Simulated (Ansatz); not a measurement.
# As₂H (sextet): wave-function methods side by side, cc-pVTZ

One table from this session's results is given with a row withheld; the runs are named, their logs left out.

Method: cc-pVTZ, core rule «outside noble gas», up to 28 orbitals frozen; program: Ansatz 0.2.0, Gaussian basis.

Plan: UHF; CCSD(T) on ROHF; CCSD(T) on UHF; BCCD(T) on ROHF; CCSDT(Q) on ROHF; CCSDT(Q) on UHF; CASSCF and MRCISD+Q, 11 electrons in 9 orbitals; CASSCF and NEVPT2, 11 electrons in 9 orbitals.

3 further runs of the same task are left out: 3 set aside as unsound or not needed. Runs told in other sessions of the task aren't counted.

## What is computed

The geometry is a PBE0/def2-TZVP stationary point (not a proven minimum) of the parent state, kept for this charge and spin. No spin-orbit coupling is included. The filled d shell of As may be among the frozen orbitals whatever the setting's name suggests.

3 atoms, charge 0, spin multiplicity 6.

Atoms are counted from 1 here; the program's logs count them from 0.

Bond lengths: As1–As2 2.491 Å, As1–H3 1.530 Å. Angles: As2–As1–H3 92.0°.

The first run:

Input file in.yaml:

```yaml
crystal:
  periodic: [false, false, false]
  atoms:
    - {symbol: As, position_ang: [0.000000, -0.525099, 0.802993]}
    - {symbol: As, position_ang: [0.000000, -0.477272, -1.687686]}
    - {symbol: H, position_ang: [0.000000, 1.002371, 0.884693]}
basis:
  gaussian: {orbitals: cc-pVTZ}
magnetization: {spin_polarized: true, initial_magnetization: 5}
hamiltonian: {xc: hf}
output: {orbitals: {seedname: orbitals}}
```

Command:

```sh
$ ansatz run in.yaml --threads 1 --pin off --events-out ev --progress --plain --max-ram 2816MiB --backend cpu
```

Steps of the session up to this table: UHF; CCSD(T) on ROHF; CCSD(T) on UHF; BCCD(T) on ROHF; CCSDT(Q) on ROHF; CCSDT(Q) on UHF; CASSCF and MRCISD+Q, 11 electrons in 9 orbitals; CASSCF and NEVPT2, 11 electrons in 9 orbitals.

One of the session's tables, all rows but one given; the rest of the session is left out.

It belongs to the step «Misses and costs». 

| method | from RCCSDT(Q) (kJ/mol) |
| --- | --- |
| ROHF | +609.0 |
| UHF | +592.5 |
| RMP2 | +107.1 |
| UMP2 | +107.0 |
| RCCSD | ? |
| UCCSD | +24.2 |
| RCCSD(T) | +4.3 |
| UCCSD(T) | +1.5 |
| BCCD(T) | +4.3 |
| RCCSDT | +0.9 |
| UCCSDT | -1.9 |
| RCCSDT(Q) | 0 |
| UCCSDT(Q) | -2.8 |
| CASSCF valence | +551.5 |
| NEVPT2 valence | +119.5 |
| MRCISD valence | +59.3 |
| MRCISD+Q valence | +8.6 |

Q: Estimate the row for RCCSD from the others.

**Answer.** from RCCSDT(Q) (kJ/mol): +27.4. In the column «from RCCSDT(Q) (kJ/mol)» it lies between UCCSD (+24.2) and MRCISD valence (+59.3).

Limits of these values: Restricted and unrestricted rows rest on different reference determinants; a gap between their highest levels can come from leftover correlation error, from unlike frozen cores or from another state.
